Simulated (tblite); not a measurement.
# C6H8O2S: the cost of one run

Programs: tblite 0.8.0 and PySCF 2.14.0, with density-fitted response routines of our own. Each step states its level of theory. These are calculated values for one molecule in the gas phase, unless marked as measured. Atoms count from 0, in the outputs and in this text.

### Step 1. The starting structure

17 atoms, charge 1, multiplicity 2; geometry from: force field or distance geometry start.

Bonds of the start (Å): C0–C1 1.49, C1–O2 1.26, C1–C3 1.48, C3–C4 1.42, C4–O5 1.37, O5–C6 1.39, C6–C7 1.46, C6–S8 1.63, C0–H9 1.12, C0–H10 1.12, C0–H11 1.11, C3–H12 1.09, C4–H13 1.07, C7–H14 1.10, C7–H15 1.10, C7–H16 1.13.

### Step 2. Geometry optimisation with GFN2-xTB

What the job is given:

```
{"job": {"kind": "relax", "xc": "GFN2-xTB", "basis": "xTB"}, "charge": 1, "multiplicity": 2}
C     -3.178400    -0.236400    -0.907100
C     -2.285800     0.056100     0.244100
O     -2.735500     0.286100     1.400400
C     -0.819700     0.058000     0.032000
C     -0.020700     1.156900     0.461700
O      1.138300     0.914500     1.154500
C      2.405600     1.030200     0.583400
C      3.192600    -0.136100     0.177300
S      3.067100     2.503100     0.361600
H     -2.588100    -0.265200    -1.855200
H     -3.646500    -1.246000    -0.798300
H     -3.937700     0.570800    -0.997200
H     -0.409100    -0.835800    -0.434300
H     -0.363300     2.160200     0.316000
H      3.205300    -0.828300     1.037900
H      4.244200     0.093000    -0.056900
H      2.724600    -0.619700    -0.729900
```

On the command line:

```
OMP_NUM_THREADS=1 python probes_run.py task.json out
```

This one command runs all jobs of the session in turn.

Q: Estimate the wall time and peak memory of this first job on 1 thread of Arm Neoverse N1, shared host.

About 1.5 s, with a peak of 0.18 GiB.
